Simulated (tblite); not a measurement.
# C7H12BFO2: the cost of one run

Computed with tblite 0.8.0 (tight binding) and PySCF 2.14.0 (DFT, with response routines of our own); each step states its level. Atoms count from 0 throughout.

## (1) The molecule as given

23 atoms, charge 0, multiplicity 1; geometry from: UFF geometry.

Bonds of the start (Å): B4–O5 1.46, B4–O6 1.46, C0–C1 1.50, C0–H11 1.10, C0–H12 1.11, C0–H13 1.11, C1–C2 1.33, C1–C7 1.51, C2–C3 1.29, C3–B4 1.58, C3–H14 1.07, C7–C8 1.53, C7–C9 1.53, C7–H17 1.12, C8–H18 1.11, C8–H19 1.12, C8–H20 1.11, C9–F10 1.38, C9–H21 1.11, C9–H22 1.11, O5–H15 0.99, O6–H16 0.99.

## (2) GFN2-xTB relaxation, conformer 1

What the job is given:

```
{"job": {"xc": "GFN2-xTB", "basis": "xTB", "kind": "relax"}, "charge": 0, "multiplicity": 1}
C     -1.141100    -1.746500    -1.409900
C     -0.562700    -0.528500    -0.760300
C      0.741600    -0.491000    -0.517400
C      2.013000    -0.432300    -0.295300
B      2.562000    -0.593400     1.176000
O      1.642700    -0.792700     2.288400
O      4.003200    -0.530700     1.405600
C     -1.450100     0.623200    -0.346100
C     -1.072200     1.895000    -1.105100
C     -1.431400     0.850200     1.171700
F     -1.813200    -0.301100     1.832400
H     -0.378500    -2.509400    -1.641600
H     -1.652300    -1.442500    -2.345100
H     -1.898100    -2.202300    -0.736100
H      2.698700    -0.281900    -1.105400
H      1.544600    -1.773800     2.373500
H      4.192000     0.427700     1.578500
H     -2.506100     0.363700    -0.628600
H     -1.113400     1.721100    -2.196100
H     -1.789900     2.712600    -0.858500
H     -0.057500     2.239800    -0.825600
H     -0.409900     1.146200     1.503800
H     -2.126100     1.673700     1.451100
```

Command:

```sh
$ OMP_NUM_THREADS=1 python ens_run.py task.json out
```

One launch serves the whole session.

Q: Estimate the wall time of this first job on 1 thread of Intel Xeon Platinum 8259CL at 2.50GHz, shared host.

About 3.2 s.
